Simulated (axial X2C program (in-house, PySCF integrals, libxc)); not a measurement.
# InF⁺: bond curves with and without spin–orbit coupling

What are the state, bond length, wavenumber and bond energy of InF⁺, and what does spin–orbit coupling change?

Method: all-electron X2C, In dyall-cv3z, F dyall-av3z; program: an in-house X2C program for linear molecules on PySCF integrals.

All values are calculated.

**1. The job**

Input file task.json:

```json
{"zs": [49, 9], "q": 1, "bas": ["dyall-cv3z", "dyall-av3z"], "levels": ["PBE0", "HF", "M06"], "cc": true, "r0": 2.06, "thr": -1.0, "nmax": 90, "npts": 10, "nst": 2, "ntry": 6}
```

Keys: zs atomic numbers; q charge; bas basis sets; levels methods (HF also brings MP2); cc coupled cluster on or off; r0 starting distance in Å; thr threshold in hartree for freezing inner shells (an s shell follows its p shell); nmax most natural virtual spinors; npts points asked for on the curve; nst determinants followed; ntry starts of the search.

Run with:

```
python so2c.py task.json out
```

Spin-free means the one-electron spin-free X2C Hamiltonian; two-component (2c) means X2C with spin–orbit coupling and atomic mean-field two-electron Coulomb and Gaunt terms. Basis: In dyall-cv3z contracted to [11s12p9d4f1g], F dyall-av3z contracted to [7s6p3d2f]; Gaussian nuclei, density fitting. Masses: In 114.904 u, F 18.998 u.

Notation: σ, π±, δ± give the projection m of an orbital's angular momentum (0, ±1, ±2), α and β its spin, Λ and M_S the sums; ω is the projection of a spinor's total angular momentum and Ω the sum. Logs are in hartree.

The results follow Hamiltonian by Hamiltonian and level by level.

**2. Search for the lowest determinant**

PBE0 moves the distance from 2.060 Å to 1.922 Å and compares determinants there.

Spin-free determinants:

| ΔE (eV) | state | open shells |
| --- | --- | --- |
| 0.00 | M_S = 1/2, Λ = 0 | beyond closed shells: σα |
| 3.08 | M_S = 1/2, Λ = 1 | beyond closed shells: π+α, π+β, π-α |
| 5.53 | M_S = 1/2, Λ = 1 | beyond closed shells: π+α |

Two-component determinants:

```
ΔE (eV)    state                    open shells
   0.00  Ω = 1/2  excess of +ω over −ω: ω = 1/2
   3.06  Ω = 3/2  excess of +ω over −ω: ω = 3/2
   5.68  Ω = 3/2  excess of +ω over −ω: ω = 3/2
```

**3. PBE0, spin-free**

State followed: M_S = 1/2, Λ = 0 (beyond closed shells: σα). The scan is laid around 1.922 Å, a first estimate of the minimum, and this SCF restarts from the orbitals of the search.

Output at 1.922 Å:

```text
spin-free X2C-1e  PBE0
basis functions 183  fitting functions 924  grid points 5077
iter        total energy     max residual
   1      -5980.269250922     2.61e-05
   2      -5980.269250924     2.93e-05
   3      -5980.269250929     1.01e-05
converged
one-electron -8459.27090341  Coulomb 2528.75648572  exact exchange -42.12665511  xc functional -129.04709073  nuclear repulsion 121.41891260
```

Along the bond, energies from the lowest point:

```csv
R (Å),E (eV),μ (D),HOMO (eV),LUMO (eV),iterations
1.672,0.9646,-2.83,-15.14,-11.72,28
1.749,0.3692,-3.16,-15.30,-11.92,24
1.807,0.1313,-3.37,-15.41,-12.06,23
1.864,0.0203,-3.55,-15.51,-12.17,19
1.922,0.0000,-3.70,-15.60,-12.27,3
1.989,0.0541,-3.82,-15.70,-12.36,21
2.057,0.1593,-3.87,-15.79,-12.41,18
2.143,0.3293,-3.83,-15.89,-12.44,19
2.249,0.5425,-3.65,-15.96,-12.42,18
2.402,0.8018,-3.26,-15.98,-12.32,19
```

Dipoles are positive if F is the positive end and refer to the centre of mass.

Outer orbitals at the reference distance:

| symmetry | occupied | ε (eV) | atomic character |
| --- | --- | --- | --- |
| δ-α | yes | -29.93 | 100% In d |
| δ+α | yes | -29.93 | 100% In d |
| π+α | yes | -29.82 | 99% In d |
| π-α | yes | -29.82 | 99% In d |
| δ+β | yes | -29.79 | 100% In d |
| δ-β | yes | -29.79 | 100% In d |
| σα | yes | -29.71 | 94% In d, 3% F s, 2% F p |
| π-β | yes | -29.67 | 99% In d |
| π+β | yes | -29.67 | 99% In d |
| σβ | yes | -29.45 | 94% In d, 4% F s |
| σα | yes | -19.56 | 76% F p, 19% In s, 2% F s |
| σβ | yes | -18.05 | 70% F p, 24% In s, 3% F s |
| π+α | yes | -17.44 | 94% F p, 2% In p, 2% In d |
| π-α | yes | -17.44 | 94% F p, 2% In p, 2% In d |
| π-β | yes | -17.20 | 94% F p, 2% In p, 2% In d |
| π+β | yes | -17.20 | 94% F p, 2% In p, 2% In d |
| σα | yes | -15.60 | 57% In s, 20% F p, 18% In p |
| σβ | no | -12.27 | 52% In s, 25% F p, 16% In p |
| π-α | no | -8.19 | 88% In p, 6% F p, 3% In d |
| π+α | no | -8.19 | 88% In p, 6% F p, 3% In d |
| π+β | no | -7.43 | 88% In p, 7% F p, 2% F d |

PBE0 fields in the half plane through the axis: z from -2.4 to 4.2 Å across, distance from the axis 0.15 to 2.25 Å upwards; In lies at z = 0 and F at z = 1.922 Å; the ELF is damped to zero where the density is low.

log10 density (e/bohr³). Ten even steps from '0' (-6.29 ) to '9' (1.81 ):
```
12223333333333222221100
22333344443333333322110
23334444444444443332211
23344455555444544433221
33445556665555555443321
33445566766666666544322
34455677877667776654322
34455678987667887654332
```

ELF. Ten even steps from ' ' (0.00 ) to '@' (0.88 ):
```
            ......                            
      ..--====--::..                          
    ::++****++----::..                        
  ..**%%##++==--::::........::::::..          
  ++%%%%**==--::::::....::==****==::..        
::##@@%%**----==++==::..--##%%@@##++::        
--%%@@%%++--++%%%%%%==..++@@@@@@@@##--..      
==@@@@##==--##--%%--##..**%%..--@@##==..      
```

Re = 1.908 Å, ωe = 585 cm⁻¹, ωexe = 6.07 cm⁻¹, Be = 0.2839 cm⁻¹, De = 1.19 eV, μ = -3.67 D.

**4. HF, spin-free**

Output at 1.922 Å:

```text
spin-free X2C-1e  HF
basis functions 183  fitting functions 924  grid points 5077
iter        total energy     max residual
   1      -5977.602125546     3.25e-01
   2      -5977.632190037     1.15e-02
   3      -5977.633887157     2.12e-02
   4      -5977.634514485     5.48e-03
   5      -5977.634678795     1.61e-03
   6      -5977.634803548     3.53e-03
   7      -5977.634845166     1.96e-03
   8      -5977.634862100     3.11e-04
   9      -5977.634864163     2.30e-04
  10      -5977.634864501     1.05e-04
  11      -5977.634864563     2.14e-05
  12      -5977.634864574     1.75e-05
  13      -5977.634864575     5.94e-06
  14      -5977.634864575     9.62e-07
converged
one-electron -8458.73871094  Coulomb 2528.35039040  exact exchange -168.66545664  xc functional 0.00000000  nuclear repulsion 121.41891260
```

No constants are quoted: the solution changes its character somewhere along the scan, so the fit is set aside.

**5. M06, spin-free**

Output at 1.922 Å:

```text
spin-free X2C-1e  M06
basis functions 183  fitting functions 924  grid points 5077
iter        total energy     max residual
   1      -5980.757507497     1.66e-01
   2      -5980.763528552     1.07e-02
   3      -5980.763982256     1.29e-02
   4      -5980.764050545     1.19e-03
   5      -5980.764062266     1.77e-03
   6      -5980.764064557     6.65e-04
   7      -5980.764065061     5.90e-05
   8      -5980.764065078     2.77e-05
   9      -5980.764065084     6.43e-06
converged
one-electron -8459.30020588  Coulomb 2528.80289584  exact exchange -45.50030505  xc functional -126.18536260  nuclear repulsion 121.41891260
```

Re = 1.929 Å, ωe = 521 cm⁻¹, ωexe = 9.17 cm⁻¹, Be = 0.2778 cm⁻¹, De = 0.864 eV, μ = -3.70 D.

**6. Correlated methods, spin-free**

Correlated methods: 9 electrons correlated (frozen shells, counted by type: In 4 s, 3 p, 2 d; F 1 s), 259 virtual spinors in MP2, 89 natural virtuals in coupled cluster.

Output of the correlated part at 1.922 Å:

```text
correlated 9  virtual 259  natural virtual 89  E(MP2) -0.301942571  MP2 remainder -0.003554330
iter   CCSD correlation   residual
   1     -0.286276666   1.13e-01
   2     -0.293229814   5.73e-02
   3     -0.295744958   1.75e-02
   4     -0.295812100   6.93e-03
   5     -0.295780559   1.99e-03
   6     -0.295795396   6.59e-04
   7     -0.295794889   2.00e-04
   8     -0.295793863   6.99e-05
   9     -0.295794984   2.96e-05
  10     -0.295794355   1.23e-05
  11     -0.295794535   3.02e-06
  12     -0.295794468   9.88e-07
  13     -0.295794464   4.08e-07
(T) -0.010732730  T1 0.0268  D1 0.0365  max T2 0.042
```

T1 in the output is the amplitude norm over the root of the electron number; divide by √2 for the Lee–Taylor value.

MP2: No constants are quoted: the reference changes its character somewhere along the scan, so the fit is set aside.

CCSD: No constants are quoted: the reference changes its character somewhere along the scan, so the fit is set aside.

CCSD(T): No constants are quoted: the reference changes its character somewhere along the scan, so the fit is set aside.

**7. The spin-free curves together**

Energy (eV) of the followed determinant, spin-free, from each level's lowest point:

```csv
R (Å),PBE0,HF (jumps),MP2 (its reference jumps),CCSD (its reference jumps),CCSD(T) (its reference jumps),M06
1.672,0.965,0.853,1.067,n/a,n/a,1.036
1.749,0.369,0.278,0.404,0.393,0.421,0.421
1.807,0.131,0.070,0.136,0.134,0.153,0.168
1.864,0.020,0.000,0.012,0.016,0.024,0.041
1.922,0.000,0.029,0.000,0.000,0.000,0.000
1.989,0.054,0.147,0.107,0.071,0.066,0.025
2.057,0.159,0.301,0.417,0.203,0.208,0.093
2.143,0.329,0.414,1.190,0.444,0.497,0.207
2.249,0.543,0.421,1.642,n/a,n/a,0.352
2.402,0.802,0.365,1.855,n/a,n/a,0.538
```

**8. PBE0, 2c**

State followed: Ω = 1/2 (excess of +ω over −ω: ω = 1/2). The scan is laid around 1.922 Å, a first estimate of the minimum, and this SCF restarts from the orbitals of the search.

The SCF at the reference distance of 1.922 Å:

```text
two-component X2C + atomic mean field  PBE0
basis functions 183  fitting functions 924  grid points 5077
iter        total energy     max residual
   1      -5977.792250403     5.60e-05
   2      -5977.792250405     1.70e-05
converged
one-electron -8452.24334389  Coulomb 2527.39371087  exact exchange -42.10243064  xc functional -128.97616146  nuclear repulsion 121.41891260  atomic mean-field constant -3.28293788
```

Along the bond, energies from the lowest point:

```csv
R (Å),E (eV),μ (D),HOMO (eV),LUMO (eV),iterations
1.672,0.9666,-2.83,-15.14,-11.72,29
1.749,0.3703,-3.15,-15.30,-11.92,25
1.807,0.1319,-3.37,-15.41,-12.06,23
1.864,0.0205,-3.55,-15.51,-12.17,21
1.922,0.0000,-3.70,-15.60,-12.27,2
1.989,0.0539,-3.81,-15.70,-12.36,21
2.057,0.1590,-3.86,-15.79,-12.41,18
2.143,0.3291,-3.83,-15.89,-12.44,20
2.249,0.5425,-3.66,-15.96,-12.42,18
2.402,0.8019,-3.26,-15.98,-12.32,20
```

Dipoles are positive if F is the positive end and refer to the centre of mass.

Outer spinors at the reference distance:

```csv
ω,occupied,ε (eV),atomic character,λ mixture
-3/2,yes,-30.40,100% In d,"88% δ, 12% π"
3/2,yes,-30.31,100% In d,"79% δ, 21% π"
-1/2,yes,-30.21,98% In d,"78% π, 22% σ"
1/2,yes,-30.19,97% In d,"58% π, 42% σ"
5/2,yes,-29.60,100% In d,100% δ
3/2,yes,-29.49,99% In d,"79% π, 21% δ"
-5/2,yes,-29.47,100% In d,100% δ
-3/2,yes,-29.38,99% In d,"88% π, 12% δ"
1/2,yes,-29.37,96% In d,"58% σ, 42% π"
-1/2,yes,-29.24,"95% In d, 3% F s","78% σ, 22% π"
1/2,yes,-19.56,"76% F p, 19% In s, 2% F s",100% σ
-1/2,yes,-18.04,"70% F p, 24% In s, 3% F s",100% σ
-1/2,yes,-17.46,"94% F p, 3% In p, 2% In d",100% π
3/2,yes,-17.42,"94% F p, 2% In p, 2% In d",100% π
1/2,yes,-17.22,"94% F p, 2% In p, 2% In d",100% π
-3/2,yes,-17.18,"94% F p, 2% In d, 2% In p",100% π
1/2,yes,-15.60,"57% In s, 20% F p, 18% In p",100% σ
-1/2,no,-12.27,"52% In s, 25% F p, 16% In p",100% σ
-1/2,no,-8.33,"88% In p, 6% F p, 3% In d",100% π
3/2,no,-8.06,"88% In p, 6% F p, 3% In d",100% π
1/2,no,-7.57,"88% In p, 7% F p, 2% F d","99% π, 1% σ"
```

PBE0 fields in the half plane through the axis: z from -2.4 to 4.2 Å across, distance from the axis 0.15 to 2.25 Å upwards; In lies at z = 0 and F at z = 1.922 Å; the ELF is damped to zero where the density is low.

log10 density (e/bohr³). Ten even steps from '0' (-6.30 ) to '9' (1.81 ):
```
12223333333333222221100
22333344443333333322110
23334444444444443332211
23344455555444544433221
33445556665555555443321
33445566766666666544322
34455677877667776654322
34455678987667887654332
```

ELF. Ten even steps from '0' (0.00 ) to '9' (0.88 ):
```
00000011100000000000000
00013443210000000000000
00256653321000000000000
01687543221111222100000
05886432221124664210000
27986334542137897520000
38985358884159999731000
49974373837168139741000
```

Re = 1.909 Å, ωe = 585 cm⁻¹, ωexe = 6.06 cm⁻¹, Be = 0.2838 cm⁻¹, De = 1.20 eV, μ = -3.67 D.

**9. HF, 2c**

Output at 1.922 Å:

```text
two-component X2C + atomic mean field  HF
basis functions 183  fitting functions 924  grid points 5077
iter        total energy     max residual
   1      -5975.123380878     3.66e-01
   2      -5975.153454921     1.15e-02
   3      -5975.155151076     2.38e-02
   4      -5975.155776398     5.80e-03
   5      -5975.155939006     1.60e-03
   6      -5975.156061785     3.92e-03
   7      -5975.156102739     2.18e-03
   8      -5975.156119570     3.03e-04
   9      -5975.156121662     2.62e-04
  10      -5975.156122020     1.20e-04
  11      -5975.156122090     2.38e-05
  12      -5975.156122105     2.37e-05
  13      -5975.156122108     9.39e-06
  14      -5975.156122109     3.69e-06
  15      -5975.156122109     3.97e-06
  16      -5975.156122109     1.56e-06
converged
one-electron -8451.71326151  Coulomb 2526.98957666  exact exchange -168.56841198  xc functional 0.00000000  nuclear repulsion 121.41891260  atomic mean-field constant -3.28293788
```

No constants are quoted: the solution changes its character somewhere along the scan, so the fit is set aside.

**10. M06, 2c**

The SCF at the reference distance of 1.922 Å:

```text
two-component X2C + atomic mean field  M06
basis functions 183  fitting functions 924  grid points 5077
iter        total energy     max residual
   1      -5978.280020651     1.77e-01
   2      -5978.286084159     1.07e-02
   3      -5978.286534932     1.35e-02
   4      -5978.286602609     1.17e-03
   5      -5978.286614194     1.86e-03
   6      -5978.286616504     6.72e-04
   7      -5978.286617005     5.80e-05
   8      -5978.286617023     2.42e-05
   9      -5978.286617029     6.40e-06
converged
one-electron -8452.27464318  Coulomb 2527.44240604  exact exchange -45.47423491  xc functional -126.11611969  nuclear repulsion 121.41891260  atomic mean-field constant -3.28293788
```

Re = 1.929 Å, ωe = 521 cm⁻¹, ωexe = 9.17 cm⁻¹, Be = 0.2778 cm⁻¹, De = 0.865 eV, μ = -3.70 D.

**11. MP2 and beyond, 2c**

Correlated methods: 9 electrons correlated (frozen shells, counted by type: In 4 s, 3 p, 2 d; F 1 s), 259 virtual spinors in MP2, 90 natural virtuals in coupled cluster.

Output of the correlated part at 1.922 Å:

```text
correlated 9  virtual 259  natural virtual 90  E(MP2) -0.301885033  MP2 remainder -0.003400415
iter   CCSD correlation   residual
   1     -0.286363673   1.13e-01
   2     -0.293311931   5.73e-02
   3     -0.295827438   1.76e-02
   4     -0.295896964   6.95e-03
   5     -0.295864608   2.00e-03
   6     -0.295879450   6.73e-04
   7     -0.295879045   2.12e-04
   8     -0.295878106   7.99e-05
   9     -0.295879321   3.84e-05
  10     -0.295878641   1.95e-05
  11     -0.295878900   9.06e-06
  12     -0.295878725   4.88e-06
  13     -0.295878743   2.26e-06
(T) -0.010745412  T1 0.0268  D1 0.0377  max T2 0.041
```

MP2: No constants are quoted: the reference changes its character somewhere along the scan, so the fit is set aside.

CCSD: No constants are quoted: the reference changes its character somewhere along the scan, so the fit is set aside.

CCSD(T): No constants are quoted: the reference changes its character somewhere along the scan, so the fit is set aside.

**12. The 2c curves together**

Energy (eV) of the followed determinant, 2c, from each level's lowest point:

```csv
R (Å),PBE0,HF (jumps),MP2 (its reference jumps),CCSD (its reference jumps),CCSD(T) (its reference jumps),M06
1.672,0.967,0.856,1.070,n/a,n/a,1.038
1.749,0.370,0.279,0.405,0.395,0.423,0.422
1.807,0.132,0.071,0.137,0.135,0.153,0.169
1.864,0.021,0.000,0.012,0.016,0.025,0.041
1.922,0.000,0.029,0.000,0.000,0.000,0.000
1.989,0.054,0.146,0.107,0.071,0.066,0.025
2.057,0.159,0.299,0.418,0.203,0.208,0.093
2.143,0.329,0.412,1.190,0.441,0.494,0.207
2.249,0.543,0.418,1.642,n/a,n/a,0.352
2.402,0.802,0.361,1.858,n/a,n/a,0.538
```

Time for the job: 2.4 min (1 thread of Arm Neoverse V1, shared host); peak memory 0.59 GiB.

**13. Constants**

Lowest determinant that the search found at its distance, spin-free: M_S = 1/2, Λ = 0 (beyond closed shells: σα).

Lowest determinant that the search found at its distance, 2c: Ω = 1/2 (excess of +ω over −ω: ω = 1/2).

```json
{"Hamiltonian": "spin-free", "level": "PBE0", "Re (Å)": "1.908", "ωe (cm⁻¹)": "585", "De (eV)": "1.19", "μ (D)": "-3.67"}
{"Hamiltonian": "spin-free", "level": "M06", "Re (Å)": "1.929", "ωe (cm⁻¹)": "521", "De (eV)": "0.864", "μ (D)": "-3.70"}
{"Hamiltonian": "2c", "level": "PBE0", "Re (Å)": "1.909", "ωe (cm⁻¹)": "585", "De (eV)": "1.20", "μ (D)": "-3.67"}
{"Hamiltonian": "2c", "level": "M06", "Re (Å)": "1.929", "ωe (cm⁻¹)": "521", "De (eV)": "0.865", "μ (D)": "-3.70"}
```

Dipoles are positive if F is the positive end and refer to the centre of mass. No constants: spin-free HF (the solution changes its character somewhere along the scan, so the fit is set aside); spin-free MP2 (the reference changes its character somewhere along the scan, so the fit is set aside); spin-free CCSD (the reference changes its character somewhere along the scan, so the fit is set aside); spin-free CCSD(T) (the reference changes its character somewhere along the scan, so the fit is set aside); 2c HF (the solution changes its character somewhere along the scan, so the fit is set aside); 2c MP2 (the reference changes its character somewhere along the scan, so the fit is set aside); 2c CCSD (the reference changes its character somewhere along the scan, so the fit is set aside); 2c CCSD(T) (the reference changes its character somewhere along the scan, so the fit is set aside).

Time per point (s) on 1 thread of Arm Neoverse V1, shared host (2c runs); the times are rough: PBE0 1.2, M06 1.8.

**Reading.** At PBE0, going from spin-free to two-component changes Re by 0 mÅ, ωe by 0.0 %, which is small (part of it comes from the scalar share of the two-electron terms). De moves by 0.00 eV; both De rest on single-determinant atoms, which can miss part of an open shell's spin–orbit lowering.

De refers to In+ + F, each in the lowest determinant found, which need not be this curve's own limit. Each curve is one determinant whose occupation by symmetry is held fixed; it was picked as the lowest of a PBE0 search that is not exhaustive. De is counted from the lowest determinant-based energies of the atoms at the same level, without counterpoise correction. Density functionals use the spin component along the axis (collinear). The meta-GGAs lack a current-density term, which matters for open shells with orbital currents, atoms included.
